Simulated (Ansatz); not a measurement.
# CuSi6Ni3: the cost of one run

Computed with Ansatz 0.2.0 (DFT PBEsol, scalar-relativistic, plane waves, PAW, unless a step's input says otherwise).

The COD entry's cell or inner coordinates are ideal or old and differ from later refinements, so a difference from it is no clean test against experiment.

2 further runs of the same task are left out: 2 set aside as unsound or not needed.

## Step 1: The structure to begin with

The structure is trigonal, space group P3m1 (No. 156). Conventional cell: a = 3.812 Å, b = 3.812 Å, c = 24.782 Å, α = 90.00°, β = 90.00°, γ = 120.00°. Around Si (site symmetry 3m) lie 3 Ni at 2.33 Å. Around Ni (site symmetry 3m) lie 7 Si at 2.33 Å. Si (site symmetry 3m) is surrounded by 4 Ni at 2.33 to 2.34 Å. Ni (site symmetry 3m) has 8 Si at 2.34 to 2.35 Å as nearest neighbours. Si (site symmetry 3m) has 4 Ni at 2.29 to 2.34 Å as nearest neighbours. Si (site symmetry 3m) has 4 Ni at 2.32 to 2.35 Å and 6 Si at 2.61 to 2.70 Å as nearest neighbours. Ni (site symmetry 3m) is surrounded by 7 Si at 2.29 to 2.32 Å. Only part of the 9 independent sites is listed.

Structure file:

```cif
data_structure
_symmetry_space_group_name_H-M 'P3m1'
_symmetry_Int_Tables_number 156
_cell_length_a 3.8123
_cell_length_b 3.8123
_cell_length_c 24.7818
_cell_angle_alpha 90.000
_cell_angle_beta 90.000
_cell_angle_gamma 120.000
_cell_volume 311.92
loop_
_atom_site_label
_atom_site_type_symbol
_atom_site_symmetry_multiplicity
_atom_site_Wyckoff_symbol
_atom_site_fract_x
_atom_site_fract_y
_atom_site_fract_z
_atom_site_occupancy
Si1 Si 1 a 0.00000 0.00000 0.34299 1
Ni1 Ni 1 c 0.66667 0.33333 0.37439 1
Si2 Si 1 b 0.33333 0.66667 0.40580 1
Si3 Si 1 c 0.66667 0.33333 0.46860 1
Ni2 Ni 1 b 0.33333 0.66667 0.50041 1
Si4 Si 1 a 0.00000 0.00000 0.53189 1
Si5 Si 1 b 0.33333 0.66667 0.59533 1
Ni3 Ni 1 a 0.00000 0.00000 0.62441 1
Si6 Si 1 c 0.66667 0.33333 0.65206 1
```

Miller indices refer to the conventional cell of the relaxed bulk, Fm-3m (No. 225): a = 5.391 Å, b = 5.391 Å, c = 5.391 Å, α = 90.00°, β = 90.00°, γ = 90.00°.

This (111) slab, 7.8 Å thick as cut, with 17 Å of vacuum; its outer planes are Si (top) and Si (bottom), was relaxed beforehand with its lower half held: -21145.9815 eV, work function 4.48 eV (top face), 4.46 eV (bottom face).

## Step 2: Start: Cu, top (Si)

The input, input.yaml:

```yaml
crystal:
  lattice:
    - [3.8123023665, 0.0, 0.0]
    - [-1.9061511833, 3.3015506963, 0.0]
    - [0.0, 0.0, 26.7818296193]
  atoms:
    - { symbol: Si, position: [0.0, 0.0, 0.3173793621] }
    - { symbol: Ni, position: [0.6666666667, 0.3333333333, 0.34643574] }
    - { symbol: Si, position: [0.3333333333, 0.6666666667, 0.3754921179] }
    - { symbol: Si, position: [0.6666666667, 0.3333333333, 0.4336048736] }
    - { symbol: Ni, position: [0.3333333333, 0.6666666667, 0.4630421932] }
    - { symbol: Si, position: [0.0, 0.0, 0.4921738497] }
    - { symbol: Si, position: [0.3333333333, 0.6666666667, 0.5508695959] }
    - { symbol: Ni, position: [0.0, 0.0, 0.577783321] }
    - { symbol: Si, position: [0.6666666667, 0.3333333333, 0.6033679144] }
    - { symbol: Cu, position: [0.6666666667, 0.3333333333, 0.6944744607] }
basis:
  ecutwfc: 420
kpoints:
  mp_grid: { grid: [9, 9, 1] }
hamiltonian:
  xc: pbesol
scf:
  occupations: { method: gaussian, width: 0.1 }
output:
  forces: true
  eigenvalues: true
  write_density: true
  write_potential: true
  elf: true
  volumetric_format: npy
relax:
  adjacent_minimum: "off"
  f_tol: 0.03
  max_steps: 70
  constraints: [{ sites: [0, 1, 2, 3] }]
efield:
  axis: 3
  dipole_correction: true
  ramp_width: 0.04
```

Run with:

```
> ansatz run input.yaml --threads 2 --pin off --max-ram 5120MiB --backend cpu --events-out ev --progress --plain --runs-dir out
```

**Question.** How long does this run take on 2 threads of Intel Xeon 6975P-C (Granite Rapids), shared host, and how much memory does it need?

About 56 s, with a peak of 0.74 GiB.
